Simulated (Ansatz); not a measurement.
**C₃H₁₀FHfNO: small, medium and large basis sets**

An exercise on one series of results from a longer session: the logs are not shown, and one member is left open.

The runs use Ansatz 0.2.0, Gaussian basis; one geometry, several basis sets.

Levels to be run: PBE0-D4/def2-SVP; ωB97M-V/def2-SVP; PBE0-D4/def2-QZVPP; ωB97M-V/def2-QZVPP; the functionals' def2-TZVPP values are taken from earlier runs.

1 further run of the same task is left out (it didn't finish).

## The relaxed structure

An earlier PBE0-D4 in a triple-zeta def2 set relaxation fixed the geometry. Hf takes the def2 core potential; no spin-orbit term is included.

SMILES `C[N](C)[Hf]([CH3])([OH])[F]`, 17 atoms, charge 0, spin multiplicity 1.

Atoms are counted from 1 here; the program's logs count them from 0.

Bond lengths: C1–N2 1.441 Å, C1–H8 1.092 Å, C1–H9 1.099 Å, C1–H10 1.100 Å, N2–C3 1.445 Å, N2–Hf4 2.021 Å, C3–H11 1.099 Å, C3–H12 1.099 Å, C3–H13 1.096 Å, Hf4–C5 2.231 Å, Hf4–O6 1.925 Å, Hf4–F7 1.925 Å, C5–H14 1.097 Å, C5–H15 1.096 Å, C5–H16 1.095 Å, O6–H17 0.952 Å. Angles: N2–C1–H8 110.7°, N2–C1–H9 111.5°, N2–C1–H10 111.6°, H8–C1–H9 107.8°, H8–C1–H10 107.8°, H9–C1–H10 107.3°, C1–N2–C3 112.7°, C1–N2–Hf4 128.6°, C3–N2–Hf4 118.7°, N2–C3–H11 111.6°, N2–C3–H12 111.7°, N2–C3–H13 111.2°, H11–C3–H12 107.7°, H11–C3–H13 107.3°, H12–C3–H13 107.1°, N2–Hf4–C5 104.0°, N2–Hf4–O6 109.6°, N2–Hf4–F7 110.4° and more.

The first run:

Contents of in.yaml:

```yaml
crystal:
  periodic: [false, false, false]
  atoms:
    - {symbol: C, position_ang: [0.874566, -1.560425, -1.064954]}
    - {symbol: N, position_ang: [0.655293, -0.217937, -0.588167]}
    - {symbol: C, position_ang: [0.890020, 0.781358, -1.605369]}
    - {symbol: Hf, position_ang: [0.067029, 0.386834, 1.248341]}
    - {symbol: C, position_ang: [-2.089562, 0.893027, 0.984751]}
    - {symbol: O, position_ang: [0.156029, -1.094157, 2.474933]}
    - {symbol: F, position_ang: [0.925267, 2.045823, 1.715236]}
    - {symbol: H, position_ang: [0.697835, -2.287081, -0.268532]}
    - {symbol: H, position_ang: [0.202629, -1.805919, -1.899812]}
    - {symbol: H, position_ang: [1.904981, -1.698848, -1.423402]}
    - {symbol: H, position_ang: [0.213107, 0.654072, -2.461837]}
    - {symbol: H, position_ang: [1.920822, 0.740904, -1.985217]}
    - {symbol: H, position_ang: [0.731185, 1.792122, -1.211956]}
    - {symbol: H, position_ang: [-2.529241, 1.290758, 1.907519]}
    - {symbol: H, position_ang: [-2.231055, 1.650266, 0.204744]}
    - {symbol: H, position_ang: [-2.676794, 0.015007, 0.694672]}
    - {symbol: H, position_ang: [0.287897, -1.585794, 3.279060]}
basis:
  gaussian: {orbitals: def2-SVP}
hamiltonian: {xc: pbe0, dispersion: d4}
output: {orbitals: {seedname: orbitals}}
```

Launch:

```
> ansatz run in.yaml --threads 2 --pin off --events-out ev --progress --plain --max-ram 22528MiB --backend cpu
```

Steps of the session up to this table: PBE0-D4 in def2-SVP; ωB97M-V in def2-SVP; PBE0-D4 in def2-QZVPP; ωB97M-V in def2-QZVPP.

One table of the session follows, with a row left open; its other results are not shown here.

It belongs to the step «Functionals by basis». 

| functional | basis | HOMO (eV) | LUMO (eV) |
| --- | --- | --- | --- |
| PBE0-D4 | def2-SVP | -6.43 | 0.20 |
| PBE0-D4 | def2-TZVPP | -6.50 | 0.00 |
| PBE0-D4 | def2-QZVPP | -6.53 | -0.23 |
| ωB97M-V | def2-SVP | ? | ? |
| ωB97M-V | def2-TZVPP | -8.78 | 1.05 |
| ωB97M-V | def2-QZVPP | -8.80 | 0.60 |

Estimate the missing values for ωB97M-V, def2-SVP.

As computed: HOMO (eV): -8.70; LUMO (eV): 1.33. In the column «HOMO (eV)» it lies between ωB97M-V, def2-TZVPP (-8.78) and PBE0-D4, def2-QZVPP (-6.53).
